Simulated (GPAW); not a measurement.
Runs of GPAW 26.7.0 on Pb2O. It takes space group Pn-3m (No. 224, cubic). Conventional cell: a = 5.380 Å, b = 5.380 Å, c = 5.380 Å, α = 90.00°, β = 90.00°, γ = 90.00°. Pb (site symmetry -3m) has 2 O at 2.33 Å as nearest neighbours. O (site symmetry -43m) has 4 Pb at 2.33 Å as nearest neighbours. 

```csv
task,level,potentials or basis,k mesh,cutoff (eV),maxiter,convergence,gap on the mesh (eV),pressure (GPa),V0 of scaled cells (Å³/atom),B0 (GPa)
single point,PBEsol,"PAW data sets generated in the run's folder for this functional, pw",5 × 5 × 5,800,150,-,none,(a),-,-
equation of state,LDA,"the program's PAW data sets (release 1.2.1) made for this functional, pw",4 × 4 × 4,800,150,-,-,-,24.90,61
single point,LDA,"the program's PAW data sets (release 1.2.1) made for this functional, pw",4 × 4 × 4,600,120,default,none,-3.5,-,-
single point,PBE,"GPAW PAW data sets (gpaw-data 1.2.1), pw",4 × 4 × 4,600,120,default,none,(b),-,-
equation of state,PBEsol,"PAW data sets generated in the run's folder for this functional, pw",5 × 5 × 5,800,150,-,-,-,25.76,54
```

Alike in all rows: no spin polarisation; cell as given; smearing fermi-dirac 0.05 eV.

Problem. Fill in the values left out.

Solution. (a) -0.4; (b) 1.2.

Caveats: the cutoff is short for stress and forces, so pressures can be off by a GPa or more (some runs).

A k mesh can miss the band edges, and the runs leave out spin-orbit coupling on Pb.

A gap of «none» marks a metal or a gap under the smearing width.
